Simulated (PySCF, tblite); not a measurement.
# C₄H₁₂B₂SSi: geometry, infrared bands and NMR shifts

Wanted: the infrared bands and NMR shifts of C₄H₁₂B₂SSi (`BBS[SiH2]CC(=C)C`), by calculation.

Programs: tblite 0.8.0 and PySCF 2.14.0, with density-fitted response routines of our own. Each step states its level of theory. These are calculated values for one molecule in the gas phase, unless marked as measured. Atoms count from 0, in the outputs and in this text.

## (1) The starting structure

20 atoms, charge 0, multiplicity 1; geometry from: force field or distance geometry start.

Bonds of the start (Å): B0–B1 1.67, B1–S2 1.88, S2–Si3 2.14, Si3–C4 1.88, C4–C5 1.52, C5–C6 1.33, C5–C7 1.51, B0–H8 1.18, B0–H9 1.18, B1–H10 1.18, Si3–H11 1.48, Si3–H12 1.48, C4–H13 1.10, C4–H14 1.12, C6–H15 1.10, C6–H16 1.08, C7–H17 1.10, C7–H18 1.11, C7–H19 1.11.

## (2) Relaxing the molecule with GFN2-xTB

The job: settings as JSON, then the geometry in Å.

```
{"job": {"kind": "relax", "xc": "GFN2-xTB", "basis": "xTB"}, "charge": 0, "multiplicity": 1}
B      3.778500     0.694800    -0.396400
B      2.160300     0.795300    -0.806500
S      1.296200    -0.702100    -1.539700
Si     0.654800    -1.431100     0.366700
C     -0.592900    -0.270400     1.153900
C     -1.769100    -0.050600     0.219300
C     -2.695100    -1.000900     0.072100
C     -1.903400     1.250800    -0.525400
H      4.367900    -0.313700    -0.558900
H      4.313200     1.634600     0.072400
H      1.571700     1.797900    -0.631300
H      1.814200    -1.579300     1.267200
H      0.025700    -2.756100     0.207100
H     -0.936100    -0.689400     2.111200
H     -0.080200     0.698800     1.366400
H     -2.620500    -1.943800     0.624700
H     -3.545300    -0.851500    -0.579400
H     -1.067900     1.929900    -0.315500
H     -1.925600     1.048800    -1.615900
H     -2.851500     1.748500    -0.230800
```

Started as:

```console
$ OMP_NUM_THREADS=1 python probes_run.py task.json out
```

The driver reads the jobs from task.json and runs them one after another.

The program printed:

```text
step      E/eV     max force
  0    -600.75002    1.095
  1    -600.81525    0.566
  2    -600.84986    0.545
  3    -600.86617    0.370
  4    -600.88250    0.285
  5    -600.89716    0.311
  6    -600.90846    0.340
  7    -600.91853    0.230
  8    -600.92422    0.188
  9    -600.92806    0.127
 10    -600.93110    0.163
 11    -600.93408    0.144
 12    -600.93684    0.154
 13    -600.93934    0.126
 14    -600.94158    0.109
 15    -600.94351    0.099
 16    -600.94511    0.093
 17    -600.94651    0.098
 18    -600.94789    0.100
 19    -600.94952    0.099
 20    -600.95162    0.141
 21    -600.95426    0.157
 22    -600.95763    0.168
 23    -600.96252    0.204
 24    -600.97059    0.280
 25    -600.98414    0.462
 26    -601.00692    0.630
 27    -601.04772    0.661
 28    -601.10392    0.672
 29    -601.13676    0.744
 30    -601.18525    0.605
 31    -601.23710    0.597
 32    -601.30603    0.525
 33    -601.35025    0.599
 34    -601.39396    0.686
 35    -601.42830    0.488
 36    -601.45878    0.293
 37    -601.47877    0.378
 38    -601.49445    0.349
 39    -601.51023    0.231
 40    -601.51964    0.209
 41    -601.52763    0.210
 42    -601.53404    0.196
 43    -601.54234    0.235
 44    -601.55351    0.290
 45    -601.56514    0.303
 46    -601.57345    0.247
 47    -601.58024    0.159
 48    -601.58611    0.153
 49    -601.59177    0.191
 50    -601.59856    0.237
 51    -601.60662    0.262
 52    -601.61468    0.250
 53    -601.62062    0.165
 54    -601.62453    0.137
 55    -601.62881    0.135
 56    -601.63329    0.146
 57    -601.63765    0.143
 58    -601.64082    0.117
 59    -601.64374    0.114
 60    -601.64621    0.134
 61    -601.64847    0.115
 62    -601.65069    0.128
 63    -601.65339    0.175
 64    -601.65690    0.166
 65    -601.66058    0.143
 66    -601.66326    0.105
 67    -601.66520    0.093
 68    -601.66728    0.090
 69    -601.66965    0.105
 70    -601.67185    0.092
 71    -601.67375    0.101
 72    -601.67555    0.092
 73    -601.67747    0.088
 74    -601.67940    0.079
 75    -601.68105    0.081
 76    -601.68247    0.074
 77    -601.68373    0.079
 78    -601.68479    0.063
 79    -601.68562    0.054
 80    -601.68633    0.049
 81    -601.68700    0.070
 82    -601.68780    0.088
 83    -601.68871    0.077
 84    -601.68965    0.074
 85    -601.69055    0.077
 86    -601.69134    0.054
 87    -601.69192    0.049
 88    -601.69238    0.041
 89    -601.69281    0.048
 90    -601.69336    0.047
 91    -601.69392    0.052
 92    -601.69439    0.044
 93    -601.69476    0.049
 94    -601.69516    0.047
 95    -601.69573    0.060
 96    -601.69645    0.055
 97    -601.69721    0.062
 98    -601.69784    0.061
 99    -601.69847    0.063
100    -601.69926    0.065
101    -601.70034    0.089
102    -601.70127    0.080
103    -601.70189    0.053
104    -601.70230    0.039
105    -601.70273    0.041
106    -601.70328    0.046
107    -601.70399    0.060
108    -601.70468    0.060
109    -601.70541    0.070
110    -601.70625    0.071
111    -601.70751    0.083
112    -601.70877    0.099
113    -601.71032    0.097
114    -601.71195    0.116
115    -601.71432    0.126
116    -601.71703    0.140
117    -601.71979    0.147
118    -601.70990    0.565
119    -601.72352    0.098
120    -601.72518    0.108
121    -601.72799    0.330
122    -601.73126    0.135
123    -601.73320    0.124
124    -601.73791    0.278
125    -601.74053    0.079
126    -601.74158    0.069
127    -601.74285    0.116
128    -601.74352    0.087
129    -601.74427    0.043
130    -601.74471    0.055
131    -601.74531    0.050
132    -601.74574    0.051
133    -601.74616    0.057
134    -601.74653    0.051
135    -601.74686    0.046
136    -601.74710    0.038
137    -601.74729    0.034
138    -601.74744    0.027
139    -601.74758    0.023
140    -601.74770    0.022
141    -601.74779    0.023
142    -601.74790    0.026
143    -601.74805    0.030
144    -601.74826    0.033
145    -601.74855    0.038
146    -601.74891    0.045
147    -601.74925    0.040
148    -601.74954    0.041
149    -601.74975    0.030
150    -601.74991    0.028
151    -601.75003    0.024
152    -601.75015    0.023
153    -601.75029    0.025
154    -601.75049    0.034
155    -601.75068    0.036
156    -601.75094    0.036
157    -601.75116    0.040
158    -601.75134    0.038
159    -601.75152    0.035
160    -601.75168    0.027
161    -601.75183    0.019
162    -601.75198    0.019
163    -601.75206    0.018
164    -601.75214    0.019
165    -601.75226    0.025
166    -601.75242    0.027
167    -601.75256    0.032
168    -601.75267    0.027
169    -601.75275    0.021
170    -601.75284    0.019
171    -601.75295    0.023
172    -601.75304    0.026
173    -601.75313    0.023
174    -601.75321    0.018
175    -601.75328    0.015
176    -601.75333    0.014
177    -601.75336    0.010
178    -601.75337    0.009
```

Run time: 5.1 s. Hardware: 1 thread of Intel Xeon at 2.50GHz, shared host; peak memory 0.18 GiB.

Step by step: (not every step is listed)

```
step  energy from step 0 (eV)  largest force (eV/Å)
   0                   0.0000                1.0949
   1                  -0.0652                0.5664
   2                  -0.0998                0.5449
   3                  -0.1162                0.3705
   4                  -0.1325                0.2850
   5                  -0.1471                0.3109
   6                  -0.1584                0.3399
   7                  -0.1685                0.2297
   8                  -0.1742                0.1879
  24                  -0.2206                0.2803
  40                  -0.7696                0.2087
  56                  -0.8833                0.1456
  72                  -0.9255                0.0924
  88                  -0.9424                0.0405
 104                  -0.9523                0.0389
 120                  -0.9752                0.1084
 136                  -0.9971                0.0378
 152                  -1.0001                0.0231
 168                  -1.0027                0.0274
 173                  -1.0031                0.0234
 174                  -1.0032                0.0182
 175                  -1.0033                0.0153
 176                  -1.0033                0.0142
 177                  -1.0033                0.0105
 178                  -1.0034                0.0089
```

Distances of close pairs at the start and the end, largest changes first:

```
  bond  before (Å)  after (Å)  change (Å)
 B1–S2       1.878      1.780      -0.098
 B0–B1       1.672      1.630      -0.042
Si3–C4       1.877      1.909      +0.032
S2–Si3       2.139      2.169      +0.030
C4–H14       1.117      1.092      -0.025
C7–H19       1.111      1.087      -0.024
C7–H18       1.109      1.089      -0.020
C6–H15       1.095      1.077      -0.018
```

The final coordinates are the input of the step that follows.

## (3) Vibrational analysis with GFN2-xTB

The job: settings as JSON, then the geometry in Å.

```
{"job": {"kind": "ir", "xc": "GFN2-xTB", "basis": "xTB"}, "charge": 0, "multiplicity": 1}
B      3.507933     0.617570    -0.021991
B      2.682251     0.763784    -1.420039
S      1.175739    -0.117602    -1.766998
Si     0.674890    -1.250480     0.013660
C     -0.546729    -0.277723     1.111461
C     -1.872631    -0.082856     0.433706
C     -2.846408    -0.974013     0.538256
C     -2.005252     1.164910    -0.381821
H      4.363765    -0.175209     0.114061
H      3.303777     1.289923     0.918922
H      3.009791     1.446018    -2.321036
H      1.910731    -1.527141     0.744773
H      0.065667    -2.460515    -0.524647
H     -0.686236    -0.840449     2.034903
H     -0.121500     0.691540     1.379302
H     -2.735201    -1.869532     1.126658
H     -3.793523    -0.842906     0.044019
H     -1.896400     2.044662     0.253180
H     -1.223397     1.201540    -1.139621
H     -2.972413     1.209158    -0.875534
```

The program printed:

```text
mode    cm-1     km/mol
  1     -19.8      0.20
  2      24.6      0.26
  3      75.3      1.39
  4      94.5      0.40
  5     127.9      0.23
  6     146.9      2.92
  7     159.8      0.17
  8     192.7      4.28
  9     215.6      0.12
 10     290.8      0.55
 11     376.6      0.40
 12     410.6      7.65
 13     433.1     34.49
 14     475.5     30.93
 15     480.9      7.86
 16     502.5     29.33
 17     585.7      2.95
 18     658.2    108.82
 19     669.6     54.66
 20     683.5    150.98
 21     741.4    173.91
 22     757.8     44.54
 23     774.2    119.47
 24     781.3     44.05
 25     795.3    158.73
 26     880.3     36.75
 27     887.1     49.97
 28     887.9     11.44
 29     971.5     10.47
 30    1015.8     14.18
 31    1033.5     32.59
 32    1042.5      5.64
 33    1116.5      6.67
 34    1179.9     13.39
 35    1209.2     30.32
 36    1276.2     45.37
 37    1400.0     12.22
 38    1420.9      3.27
 39    1455.5      1.40
 40    1479.7      2.90
 41    1485.6      3.02
 42    1722.8     41.16
 43    2265.5    272.83
 44    2315.9    178.22
 45    2586.6    101.14
 46    2601.5     82.58
 47    2615.1    113.19
 48    2967.3     26.47
 49    2987.2     23.54
 50    2996.3     25.63
 51    3016.6     16.54
 52    3048.3     26.60
 53    3101.8     24.65
 54    3127.3     47.15
```

Wall time 2.7 s (1 thread of Intel Xeon at 2.50GHz, shared host); peak memory 0.18 GiB.

The strongest bands and the atoms that carry them (share of the mass-weighted mode):

```
cm⁻¹  km/mol                                   atoms
 658   108.8             H12 21 %, H11 17 %, C4 13 %
 684   151.0  H12 21 %, H16 20 %, H15 17 %, H11 14 %
 741   173.9                      H12 49 %, H11 43 %
 774   119.5   C4 31 %, Si3 19 %, H15 12 %, H16 12 %
 795   158.7             C4 28 %, H14 25 %, H13 21 %
2266   272.8                                H11 96 %
2316   178.2                                H12 96 %
2615   113.2               H9 45 %, H8 44 %, B0 11 %
```

## (4) Nuclear shieldings: PBE0/pcSseg-1

The job, as its differences from that of step 3:

```diff
@@ -1,2 +1,2 @@
-{"job": {"kind": "ir", "xc": "GFN2-xTB", "basis": "xTB"}, "charge": 0, "multiplicity": 1}
+{"job": {"kind": "nmr", "xc": "PBE0", "basis": "pcSseg-1"}, "charge": 0, "multiplicity": 1}
 B      3.507933     0.617570    -0.021991
```

With the program's defaults for keys left out, this is: GIAO PBE0/pcSseg-1 NMR shielding, non-relativistic, gas phase.

The program printed:

```text
coarse grid: 17208 points
cycle   1  E = -896.3243011081  dE =  5.844e-01  |g| = 4.365e-01  |ddm| = 3.970e+00
cycle   2  E = -896.3230883043  dE =  1.213e-03  |g| = 4.526e-01  |ddm| = 9.506e-01
cycle   3  E = -896.3799375162  dE = -5.685e-02  |g| = 3.423e-02  |ddm| = 5.259e-01
cycle   4  E = -896.3801436500  dE = -2.061e-04  |g| = 2.430e-02  |ddm| = 6.491e-02
cycle   5  E = -896.3802891285  dE = -1.455e-04  |g| = 7.679e-03  |ddm| = 2.760e-02
cycle   6  E = -896.3803040235  dE = -1.489e-05  |g| = 1.994e-03  |ddm| = 8.908e-03
cycle   7  E = -896.3803049649  dE = -9.414e-07  |g| = 3.799e-04  |ddm| = 1.858e-03
final grid: 155384 points
cycle   8  E = -896.4275452022  dE = -4.415e-05  |g| = 8.751e-03  |ddm| = 3.376e-02
cycle   9  E = -896.4275365357  dE =  8.667e-06  |g| = 1.027e-02  |ddm| = 1.955e-02
cycle  10  E = -896.4275659758  dE = -2.944e-05  |g| = 1.109e-03  |ddm| = 1.187e-02
cycle  11  E = -896.4275663061  dE = -3.304e-07  |g| = 2.744e-04  |ddm| = 1.428e-03
cycle  12  E = -896.4275663222  dE = -1.606e-08  |g| = 1.133e-04  |ddm| = 3.252e-04
cycle  13  E = -896.4275663255  dE = -3.336e-09  |g| = 2.828e-05  |ddm| = 1.517e-04
cycle  14  E = -896.4275663257  dE = -2.087e-10  |g| = 6.956e-06  |ddm| = 3.557e-05
converged SCF energy = -896.4275663257

GIAO shielding tensors (ppm)
atom      isotropic    diamagn.    paramagn.     s11        s22        s33       span
  0 B       -4.546     195.229    -199.775   -126.577    -26.159    139.097    265.674
  1 B       16.573     197.857    -181.284    -80.490     -0.906    131.116    211.607
  2 S      486.539    1061.519    -574.980    180.565    492.022    787.031    606.466
  3 Si     365.731     881.808    -516.077    317.690    383.010    396.493     78.804
  4 C      157.543     254.549     -97.007    145.177    151.085    176.366     31.189
  5 C       35.358     261.581    -226.223    -87.569     33.130    160.511    248.080
  6 C       70.195     250.918    -180.723    -34.170    100.371    144.383    178.553
  7 C      157.484     247.158     -89.674    141.291    147.149    184.011     42.719
  8 H       21.832      29.334      -7.502      9.642     25.116     30.737     21.096
  9 H       21.893      29.550      -7.656      8.981     25.231     31.468     22.487
 10 H       22.922      29.443      -6.521     16.133     25.449     27.185     11.053
 11 H       27.093      31.584      -4.491     23.008     26.052     32.220      9.211
 12 H       26.971      30.880      -3.909     23.362     25.750     31.800      8.439
 13 H       29.636      33.039      -3.403     25.389     28.386     35.133      9.744
 14 H       30.107      34.157      -4.051     27.366     28.677     34.278      6.912
 15 H       26.735      31.708      -4.973     23.204     25.354     31.647      8.443
 16 H       26.535      30.316      -3.781     23.443     25.308     30.854      7.411
 17 H       29.865      29.654       0.210     26.622     27.694     35.277      8.654
 18 H       29.103      31.552      -2.449     23.487     29.207     34.616     11.129
 19 H       29.821      30.127      -0.306     26.086     28.005     35.372      9.286
```

Wall time 1.7 min (1 thread of Intel Xeon at 2.50GHz, shared host); peak memory 0.95 GiB.

The references, computed at this level on geometries of the same kind, shield at (ppm): ¹H TMS 31.72, ¹³C TMS 186.9, ²⁹Si TMS 349.2, ¹¹B BF3·OEt2 100.1, ³³S CS2 504. Their shielding less the atom's gives the shift. The references are single molecules in the gas phase. Atoms listed in one row are averaged.

```
        atoms                                  environment  σ (ppm)  δ (ppm)  δ scaled to CDCl3
           C5              fully substituted alkene carbon     35.4    151.6              146.0
           C6                         terminal =CH2 carbon     70.2    116.7              112.0
           C7                        allylic methyl carbon    157.5     29.4               26.8
           C4                 allylic sp3 CH2 bonded to Si    157.5     29.4               26.8
       H8, H9              hydrogen on a boron bonded to B    21.86     9.85                  –
          H10           hydrogen on a boron bonded to B, S    22.92     8.79                  –
          H16           hydrogen on a terminal =CH2 carbon    26.54     5.18               4.99
          H15           hydrogen on a terminal =CH2 carbon    26.73     4.98               4.80
     H11, H12         hydrogen on a silicon bonded to C, S    27.03     4.69                  –
H17, H18, H19         hydrogen on an allylic methyl carbon    29.60     2.12               2.10
     H13, H14  hydrogen on an allylic sp3 CH2 bonded to Si    29.87     1.85               1.85
           B0                       boron bonded to B, 2 H     -4.5    104.6                  –
           B1                      boron bonded to B, S, H     16.6     83.5                  –
           S2                       sulfur bonded to B, Si      487       17                  –
          Si3                  silicon bonded to C, S, 2 H    365.7    -16.6                  –
```

The scaled column applies a straight-line fit of computed shieldings to shifts measured in CDCl3, with any fitted terms for Cl, Br or S neighbours (root-mean-square error 0.16 ppm for H, 1.9 ppm for C).

The run also stored atomic charges by several schemes (e):

```
atoms  Mulliken    IAO  Hirshfeld  ESP fit
   B0     -0.06  -0.09       0.08     0.20
   B1     -0.03  -0.17       0.03     0.02
   S2     -0.39  -0.11      -0.07    -0.31
  Si3      0.61   0.70       0.34     0.56
   C4     -0.43  -0.54      -0.15    -0.50
   C5     -0.48   0.04       0.01     0.40
   C6     -0.06  -0.36      -0.12    -0.70
   C7     -0.15  -0.42      -0.12    -0.50
```

Mayer bond orders: B0–B1 1.04, B1–S2 1.24, S2–Si3 0.92, Si3–C4 0.89, C4–C5 1.02, C5–C6 1.96, C5–C7 1.05.

## (5) Summary of results

| quantity | value |
| --- | --- |
| strongest single infrared mode (GFN2-xTB) | 2266 cm⁻¹, 273 km/mol |
| zero-point energy (GFN2-xTB) | 92.3 kcal/mol |
| ¹³C shifts against TMS (PBE0/pcSseg-1) | 151.6, 116.7, 29.4, 29.4 ppm |
| ¹H shifts against TMS (PBE0/pcSseg-1, means over atoms taken as alike) | 9.85, 8.79, 5.18, 4.98, 4.69, 2.12, 1.85 ppm |
| ¹¹B shifts against BF3·OEt2 (PBE0/pcSseg-1) | 104.6, 83.5 ppm |
| ³³S shifts against CS2 (PBE0/pcSseg-1) | 17 ppm |
| ²⁹Si shifts against TMS (PBE0/pcSseg-1) | -16.6 ppm |

What this shows: Over 178 steps the energy fell by 1.003 eV; of the close pairs, B1–S2 changed most, 1.878 to 1.780 Å. The lowest mode is slightly imaginary (20i cm⁻¹), a soft motion within the noise of the Hessian, so the minimum is not strictly shown. The strongest single mode, at 2266 cm⁻¹, moves mainly H11. Unscaled tight-binding wavenumbers are off by several per cent, some by more. Its intensities can rank the bands wrongly. C5 (fully substituted alkene carbon) lies farthest downfield among carbon, at 151.6 ppm; as expected for a trigonal carbon in a double bond. At PBE0/pcSseg-1: The widest tensor belongs to S2: span 606 ppm, with a paramagnetic part of -575 ppm.
